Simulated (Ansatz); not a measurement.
# C2H8B2: one species, many methods

One table from this session's results is given with a row withheld; the runs are named, their logs left out.

Program: Ansatz 0.2.0, Gaussian basis. Level of theory: functionals in def2-TZVPP, the program's frozen cores in correlated methods. These are calculated values, not measurements.

Plan: LDA (SPW92), PBE-D4, revPBE-D4, BLYP-D4, r2SCAN-D4, B97M-V, PBE0-D4, B3LYP-D4, r2SCANh-D4, r2SCAN0-D4, HSE06-D4, BHLYP-D4, CAM-B3LYP-D4, LC-ωPBE, ωB97X-V, ωB97M-V, B2PLYP, PBE-QIDH; CCSD(T)/def2-SVP; CCSD(T)/def2-TZVPP; MP2/def2-QZVPP; extrapolation to the limit; RPA on PBE.

### The geometry

An earlier PBE0-D4 in a triple-zeta def2 set relaxation fixed the geometry.

SMILES `BBCC`, 12 atoms, charge 0, spin multiplicity 1.

Atoms are counted from 1 here; the program's logs count them from 0.

Bond lengths: B1–B2 1.639 Å, B1–H5 1.201 Å, B1–H6 1.201 Å, B2–C3 1.563 Å, B2–H7 1.210 Å, C3–C4 1.523 Å, C3–H8 1.101 Å, C3–H9 1.101 Å, C4–H10 1.093 Å, C4–H11 1.093 Å, C4–H12 1.093 Å. Angles: B2–B1–H5 122.3°, B2–B1–H6 122.2°, H5–B1–H6 115.5°, B1–B2–C3 129.0°, B1–B2–H7 115.1°, C3–B2–H7 115.9°, B2–C3–C4 118.3°, B2–C3–H8 106.5°, B2–C3–H9 106.4°, C4–C3–H8 110.8°, C4–C3–H9 110.8°, H8–C3–H9 102.7°, C3–C4–H10 111.1°, C3–C4–H11 112.2°, C3–C4–H12 111.1°, H10–C4–H11 107.4°, H10–C4–H12 107.3°, H11–C4–H12 107.4°.

The first run:

File in.yaml:

```yaml
crystal:
  periodic: [false, false, false]
  atoms:
    - {symbol: B, position_ang: [-0.841987, 1.773120, -0.220239]}
    - {symbol: B, position_ang: [0.225867, 0.904805, 0.670602]}
    - {symbol: C, position_ang: [0.651759, -0.590944, 0.512188]}
    - {symbol: C, position_ang: [0.018120, -1.407297, -0.606738]}
    - {symbol: H, position_ang: [-0.505250, 2.414694, -1.178184]}
    - {symbol: H, position_ang: [-2.003844, 1.854754, 0.073321]}
    - {symbol: H, position_ang: [0.754449, 1.511631, 1.574511]}
    - {symbol: H, position_ang: [0.483342, -1.068868, 1.489278]}
    - {symbol: H, position_ang: [1.749135, -0.594996, 0.426611]}
    - {symbol: H, position_ang: [0.228194, -0.965516, -1.584417]}
    - {symbol: H, position_ang: [0.385891, -2.436430, -0.626733]}
    - {symbol: H, position_ang: [-1.068677, -1.450152, -0.496298]}
basis:
  gaussian: {orbitals: def2-TZVPP}
hamiltonian: {xc: lda}
output: {orbitals: {seedname: orbitals}}
```

Started as:

```console
$ ansatz run in.yaml --threads 2 --pin off --events-out ev --progress --plain --max-ram 4352MiB
```

Among the steps run: LDA; PBE-D4 (GGA); revPBE-D4 (GGA); BLYP-D4 (GGA); r2SCAN-D4 (meta-GGA); B97M-V (meta-GGA); PBE0-D4 (hybrid); B3LYP-D4 (hybrid); r2SCANh-D4 (hybrid); r2SCAN0-D4 (hybrid); HSE06-D4 (hybrid); BHLYP-D4 (hybrid); CAM-B3LYP-D4 (range-separated); LC-ωPBE (range-separated); ωB97X-V (range-separated); ωB97M-V (range-separated); B2PLYP (double hybrid); PBE-QIDH (double hybrid).

One table of the session follows, with a row left open; its other results are not shown here.

It belongs to the step «Frontier levels by functional». 

| functional | HOMO (eV) | LUMO (eV) | gap (eV) |
| --- | --- | --- | --- |
| LDA (SPW92) | -6.70 | -2.85 | 3.86 |
| PBE-D4 | -6.65 | -2.55 | 4.09 |
| revPBE-D4 | -6.61 | -2.42 | 4.19 |
| BLYP-D4 | -6.58 | -2.39 | 4.19 |
| r2SCAN-D4 | -6.91 | -2.16 | 4.75 |
| B97M-V | -7.02 | -2.30 | 4.72 |
| PBE0-D4 | -7.97 | -1.54 | 6.43 |
| B3LYP-D4 | -7.80 | -1.76 | 6.03 |
| r2SCANh-D4 | -7.40 | -1.82 | 5.58 |
| r2SCAN0-D4 | -8.14 | -1.32 | 6.82 |
| HSE06-D4 | -7.56 | -1.93 | 5.64 |
| BHLYP-D4 | ? | ? | ? |
| CAM-B3LYP-D4 | -9.42 | -0.45 | 8.97 |
| LC-ωPBE | -10.78 | 0.78 | 11.56 |
| ωB97X-V | -10.42 | 0.65 | 11.07 |
| ωB97M-V | -10.26 | 0.37 | 10.63 |

**Question.** Estimate the row for BHLYP-D4.

Worked estimate for «HOMO (eV)». Against the share of exact exchange, BLYP-D4 (0, -6.58), B3LYP-D4 (0.2, -7.80) give a slope of -6.10 per unit share; at 0.5 the line stands at -9.63.

The run gave: HOMO (eV): -9.26; LUMO (eV): -0.50; gap (eV): 8.76. In «HOMO (eV)» the line misses by -0.37.
